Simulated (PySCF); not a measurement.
# C7H7O2: the cost of one run

Computed with PySCF 2.14.0 and routines of our own; the level stands in each step. Atoms count from 0.

## (1) The system as given

16 atoms, charge 0, multiplicity 2; geometry from: GFN2-xTB.

## (2) Open-shell or spin-flip excitations: unrestricted TDA CAM-B3LYP/def2-SVP

What the job is given:

```
{"job": {"kind": "uabs", "xc": "CAM-B3LYP", "basis": "def2-SVP", "nstates": 10, "tda": true}, "charge": 0, "multiplicity": 2}
C      2.644164     0.447586     0.601545
O      1.745634    -0.629442     0.460958
C      0.428604    -0.352583     0.296528
C     -0.400910    -1.487738     0.161631
C     -1.774362    -1.347075    -0.012847
C     -2.350257    -0.107513    -0.058619
C     -1.544636     1.094974     0.074750
O     -2.048433     2.224302     0.036662
C     -0.121703     0.902994     0.254590
H      2.638359     1.089566    -0.284541
H      2.411458     1.047709     1.486437
H      3.628802    -0.002259     0.717014
H      0.061922    -2.461054     0.196217
H     -2.383432    -2.233666    -0.113387
H     -3.412335     0.023529    -0.195207
H      0.469527     1.799615     0.350781
```

Method: unrestricted TDA CAM-B3LYP/def2-SVP, vertical, gas phase, core orbitals frozen in the response.

Launch:

```sh
$ OMP_NUM_THREADS=1 python excited_run.py task.json out
```

This one command runs all jobs of the session in turn.

**Question.** How long does this job take on 1 thread of Intel Xeon Platinum 8488C, shared host, and how much memory does it need?

About 68 s, with a peak of 0.7 GiB.
